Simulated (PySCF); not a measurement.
AlH3, in a box:

```
Al H
1.0
    12.00000    0.00000    0.00000
     0.00000   11.00000    0.00000
     0.00000    0.00000   12.00000
Al H
1 3
Direct
  0.52877 0.50571 0.50723
  0.57287 0.57032 0.61585
  0.41297 0.43834 0.51773
  0.58815 0.52031 0.39421
```

The cell isn't the ideal one: atoms moved at random, drawn with an rms of 0.05 Å.

Base run:

* Program: PySCF 2.14.0
* Functional: PBE
* Potentials or basis: cc-pvdz (all-electron)
* k mesh: 1 × 1 × 1
* Occupations: fixed
* Spin: no spin polarisation

Its results: gap between the frontier levels 4.63 eV.

**Question.** After a change of settings the same cell gave: gap between the frontier levels 6.29 eV. Which change was it?
A. functional from PBE to LC-wPBE; dispersion from none to D3(BJ)
B. functional from PBE to B3LYP; dispersion from none to D3
C. functional from PBE to B97-D; dispersion from none to D3(BJ)
D. functional from PBE to M06-2X

**Answer.** B.

Caveats: this is a molecule in a periodic box at the Γ point, so its band gap is the HOMO-LUMO gap; the basis of atomic orbitals isn't converged, which shifts pressures, moduli and gaps.
